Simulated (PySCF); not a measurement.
**BrORu (sextet): changing the method**

Starting from one script, swap the method and compare what comes out for BrORu (sextet).

The runs use PySCF 2.14.0; method and basis as typed in the scripts.

5 further runs of the same task are left out: 5 that didn't finish.

## Step 1: Where the work starts

BrORu (sextet): 3 atoms, charge 0, spin multiplicity 6.

Bond lengths: Ru1–O2 1.726 Å, Ru1–Br3 2.389 Å. Angles: O2–Ru1–Br3 156.5°.

Geometry (Å):

```xyz
3
BrORu
Ru   -0.0047    0.1519   -0.8170
O     0.0109   -0.3485   -2.4684
Br    0.0039   -0.1260    1.5555
```

## Step 2: Base script

Contents of input.py:

```python
from pyscf import gto, scf

mol = gto.M(
    atom='Ru -0.0047 0.1519 -0.817; O 0.0109 -0.3485 -2.4684; Br 0.0039 -0.126 1.5555',
    basis='def2-svp',
    ecp={'Ru': 'def2-svp'},
    charge=0,
    spin=5,
    symmetry=True,
    verbose=4,
)
mf = scf.UHF(mol)
mf.level_shift = 0.3
mf.kernel()
mf.nuc_grad_method().kernel()
mf.dip_moment()
print('orbital energies (hartree):', [e[max(0, n-3):n+3].round(4) for e, n in zip(mf.mo_energy, mol.nelec)])
```

On the command line:

```
$ python input.py
```

## Step 3: CASSCF (ROHF)

Run 1 changes step after the SCF: gradient → casscf; SCF type: UHF → ROHF; active space: none → 5 electrons in 6 orbitals.

Contents of input.py:

```python
from pyscf import gto, scf, mcscf

mol = gto.M(
    atom='Ru -0.0047 0.1519 -0.817; O 0.0109 -0.3485 -2.4684; Br 0.0039 -0.126 1.5555',
    basis='def2-svp',
    ecp={'Ru': 'def2-svp'},
    charge=0,
    spin=5,
    symmetry=True,
    verbose=4,
)
mf = scf.ROHF(mol)
mf.level_shift = 0.3
mf.kernel()
mc = mcscf.CASSCF(mf, 6, 5)
mc.kernel()
mc.analyze()
mf.dip_moment()
print('orbital energies (hartree):', mf.mo_energy[..., max(0, mol.nelec[1]-3):mol.nelec[0]+3].round(4))
```

## Step 4: SCF alone

Run 2 changes step after the SCF: gradient → none.

input.py, as its differences from that of step 2:

```diff
@@ -14,3 +14,2 @@
 mf.kernel()
-mf.nuc_grad_method().kernel()
 mf.dip_moment()
```

What does the calculation give? Wanted: for each run, E(SCF); from base; gap, α spin; SCF dipole; after the SCF.

As calculated:

```
          run  E(SCF) (hartree)  from base (eV)  cycles  gap, α spin (eV)  SCF dipole (D)                                                         after the SCF
         base      -2741.003245               0      39             11.81            2.03                                                                   n/a
CASSCF (ROHF)      -2740.980408         +0.6214      43               n/a            1.95  CASSCF correlation 0.000 eV (this space leaves nothing to correlate)
    SCF alone      -2741.003245          0.0000      39             11.81            2.03                                                                   n/a
```

In words: Total energies from different bases, Hamiltonians or methods carry different errors, so properties are taken as differences within one set-up.
